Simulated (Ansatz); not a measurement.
**F2H2SSi: basis-set convergence**

Aim: see how fast density functionals converge with the basis set for F2H2SSi.

Method: one geometry, several basis sets; program: Ansatz 0.2.0, Gaussian basis.

Levels to be run: PBE0-D4/def2-SVP; ωB97M-V/def2-SVP; PBE0-D4/def2-QZVPP; ωB97M-V/def2-QZVPP; the functionals' def2-TZVPP values are taken from earlier runs.

### 1 The relaxed structure

All runs share one geometry, relaxed beforehand with PBE0-D4 in a triple-zeta def2 set.

SMILES `F[SiH](F)S`, 6 atoms, charge 0, spin multiplicity 1.

Atoms are counted from 1 here; the program's logs count them from 0.

Bond lengths: F1–Si2 1.585 Å, Si2–F3 1.585 Å, Si2–S4 2.104 Å, Si2–H5 1.470 Å, S4–H6 1.346 Å. Angles: F1–Si2–F3 105.3°, F1–Si2–S4 111.3°, F1–Si2–H5 109.7°, F3–Si2–S4 111.3°, F3–Si2–H5 109.7°, S4–Si2–H5 109.4°, Si2–S4–H6 93.3°.

### 2 PBE0-D4 in def2-SVP

Input file in.yaml:

```yaml
crystal:
  periodic: [false, false, false]
  atoms:
    - {symbol: F, position_ang: [-0.390051, -1.503726, 0.703559]}
    - {symbol: Si, position_ang: [0.413255, -0.308885, 0.041078]}
    - {symbol: F, position_ang: [0.491451, -0.663225, -1.501697]}
    - {symbol: S, position_ang: [-0.555129, 1.532572, 0.355803]}
    - {symbol: H, position_ang: [1.769118, -0.249420, 0.605762]}
    - {symbol: H, position_ang: [-1.686542, 1.128682, -0.250704]}
basis:
  gaussian: {orbitals: def2-SVP}
hamiltonian: {xc: pbe0, dispersion: d4}
output: {orbitals: {seedname: orbitals}}
```

After this run come: ωB97M-V in def2-SVP; PBE0-D4 in def2-QZVPP; ωB97M-V in def2-QZVPP.

**Question.** What will the summary of the whole plan be? Wanted: PBE0-D4: double and triple zeta above quadruple; ωB97M-V: double and triple zeta above quadruple.

As calculated:

```
                                       quantity           value
PBE0-D4: double and triple zeta above quadruple  14.76, 0.92 eV
ωB97M-V: double and triple zeta above quadruple  14.80, 0.86 eV
```

For PBE0-D4 the step from double to triple zeta gains 13.84 eV and the next only 0.92 eV. These are total energies; as a rule much of such shifts cancels in differences, which this series doesn't test. The LUMO of ωB97M-V is positive and keeps falling with the basis (2.48 to 1.41 eV): an unbound level that the basis holds in place.
